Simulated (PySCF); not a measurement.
# C7H7FN2: the cost of one run

Programs: PySCF 2.14.0, with routines of our own; each step states its level. All values are computed. Atoms count from 0.

### 1 The system as given

17 atoms, charge 0, multiplicity 1; geometry from: GFN2-xTB.

### 2 Magnetic properties: GIAO BHandHLYP/pcSseg-1

Job settings and geometry (Å):

```
{"job": {"kind": "mag", "xc": "BHandHLYP", "basis": "pcSseg-1", "isotopologues": 0}, "charge": 0, "multiplicity": 1}
F      3.730102    -0.741494     0.312891
C      2.550524    -0.157155     0.048013
C      2.507572     1.105694    -0.542842
N      1.357561     1.689003    -0.808710
N      0.234212     1.111634    -0.530425
C      0.192761    -0.090776     0.034487
C     -1.130577    -0.660842     0.313515
C     -2.267471    -0.348782    -0.630858
C     -2.248846     0.270757     0.719165
C      1.367930    -0.789130     0.354070
H      3.405011     1.646990    -0.799470
H     -1.106376    -1.644821     0.764993
H     -2.030573     0.282468    -1.472541
H     -2.975566    -1.136377    -0.838802
H     -2.943383    -0.078370     1.467708
H     -1.999630     1.317885     0.784817
H      1.349751    -1.764655     0.814079
```

With the program's defaults for keys left out, this is: GIAO BHandHLYP/pcSseg-1 magnetisability, rotational g tensor and spin-rotation constants, non-relativistic, gas phase.

Started as:

```sh
$ OMP_NUM_THREADS=1 python excited_run.py task.json out
```

The driver reads the jobs from task.json and runs them one after another.

**Question.** How long does this first job take on 1 thread of Arm Neoverse V1, shared host, and how much memory does it need?

About 46 s, with a peak of 0.98 GiB.
